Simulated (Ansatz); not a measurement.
# MP2/def2-TZVPP (core potential, accuracy low) run of ZrO (SMILES [O][Zr])

Aim: the vertical ionisation energy of ZrO at MP2/def2-TZVPP (core potential, accuracy low), from 2 runs. 

The results are computed with Ansatz 0.2.0.

6 further runs of the same task are left out: 6 set aside as unsound or not needed.

**1. The molecule**

ZrO: 2 atoms, total charge 0, spin state singlet. As SMILES, `[O][Zr]`. Geometry: the measured bond length.

Bond lengths: O1–Zr2 1.712 Å.

**2. The energy at MP2/def2-TZVPP (core potential, accuracy low)**

The input, input.yaml:

```yaml
basis:
  gaussian:
    orbitals: def2-TZVPP
crystal:
  periodic: [false, false, false]
  atoms:
    - {symbol: O, position_ang: [0.000000, 0.000000, 0.000000]}
    - {symbol: Zr, position_ang: [0.000000, 0.000000, 1.711600]}
correlation:
  method: mp2
accuracy: low
output:
  orbitals: {seedname: orbitals}
```

On the command line:

```
$ ansatz run input.yaml --threads 1 --pin off --max-ram 2610MiB --events-out events.jsonl --progress --plain --runs-dir runs
```

What it wrote:

```text
Warning: RAYON_NUM_THREADS=1 ignored (pool sized by the plan → 1); use --threads N
Functional definition: HF
  name "HF"
  exchange = exact_x
  correlation = 0
583 factors; integrals over basis functions are off by at most 8.0e-4 eV
mean field evaluation 1: about -3294.4414 eV, gradient 6.4e1 eV
mean field evaluation 2: about -3294.4522 eV, gradient 6.4e1 eV
mean field evaluation 4: about -3303.1736 eV, gradient 3.9e0 eV
mean field evaluation 8: about -3303.2466 eV, gradient 1.3e-1 eV
mean field evaluation 16: about -3299.4568 eV, gradient 2.1e1 eV
mean field evaluation 32: about -3301.3345 eV, gradient 4.6e-1 eV
mean field -3303.24672035 eV, -121.3920779517 hartree, gradient 2.2e-6 eV, S^2 0.000000; 3 other end points of the search recorded, 0 dependent functions left out; unrestricted orbitals would lower it
1 core orbitals not correlated: weight in the atoms' cores, before any rotation towards them, 1.000 or more for the frozen orbitals, at most 0.000 for the correlated occupied ones
reference -3303.24672035 eV, -121.3920779517 hartree; 9, 9 occupied and 77, 77 virtual orbitals, 583 factors
second order -15.99027340 eV of doubles, -0.00000000 eV of singles
Total energy: -3319.23699374 eV, -121.9797096604 hartree
```

It took 1.2 s on 1 thread of Intel Xeon Platinum 8375C at 2.90GHz (Ice Lake), shared host; peak memory 0.18 GiB.

**3. The doublet cation, same level**

input.yaml: that of step 2 with these lines changed.

```diff
@@ -8,2 +8,6 @@
     - {symbol: Zr, position_ang: [0.000000, 0.000000, 1.711600]}
+total_charge: 1
+magnetization:
+  spin_polarized: false
+  initial_magnetization: 1
 correlation:
```

On the command line:

```
$ ansatz run input.yaml --threads 1 --pin off --max-ram 2610MiB --events-out events.jsonl --progress --plain --runs-dir runs
```

What it wrote, cut to the lines that bear on the results:

```text
Warning: RAYON_NUM_THREADS=1 ignored (pool sized by the plan → 1); use --threads N
[... 2 set-up lines as earlier in the session ...]
[...]
583 factors; integrals over basis functions are off by at most 8.0e-4 eV
[...]
mean field -3297.51265249 eV, -121.1813548445 hartree, gradient 3.6e-6 eV, S^2 0.750000; 12 other end points of the search recorded, 0 dependent functions left out
[...]
1 core orbitals not correlated: weight in the atoms' cores, before any rotation towards them, 1.000 or more for the frozen orbitals, at most 0.000 for the correlated occupied ones
reference -3297.51265249 eV, -121.1813548445 hartree; 9, 8 occupied and 77, 78 virtual orbitals, 583 factors
second order -14.80644941 eV of doubles, -0.05456287 eV of singles
Total energy: -3312.37366477 eV, -121.7274869728 hartree
```

Run time: 10 s. Hardware: 1 thread of Intel Xeon Platinum 8375C at 2.90GHz (Ice Lake), shared host; peak memory 0.18 GiB.

**4. Outcome**

At MP2/def2-TZVPP (core potential, accuracy low), 1 core orbital frozen:

```
                                                  quantity          value
                                 singlet ZrO: total energy  -121.97971 Eh
          singlet ZrO: HOMO energy (Hartree–Fock orbitals)       -6.73 eV
          singlet ZrO: LUMO energy (Hartree–Fock orbitals)        0.32 eV
        singlet ZrO: HOMO–LUMO gap (Hartree–Fock orbitals)        7.05 eV
   singlet ZrO: correlation energy (1 core orbital frozen)     -587.6 mEh
                              doublet cation: total energy  -121.72749 Eh
doublet cation: correlation energy (1 core orbital frozen)     -546.1 mEh
         doublet cation: ⟨S²⟩ of the reference determinant          0.750
        vertical ionisation energy (to the doublet cation)       6.863 eV
```

Removing an electron at fixed nuclei costs 6.86 eV (158 kcal/mol). The restricted solution (singlet ZrO) is unstable to spin breaking: an unrestricted one lies lower. The accuracy setting (singlet ZrO) is loose, so the last digits carry no meaning. The accuracy setting (doublet cation) is loose, so the last digits carry no meaning.
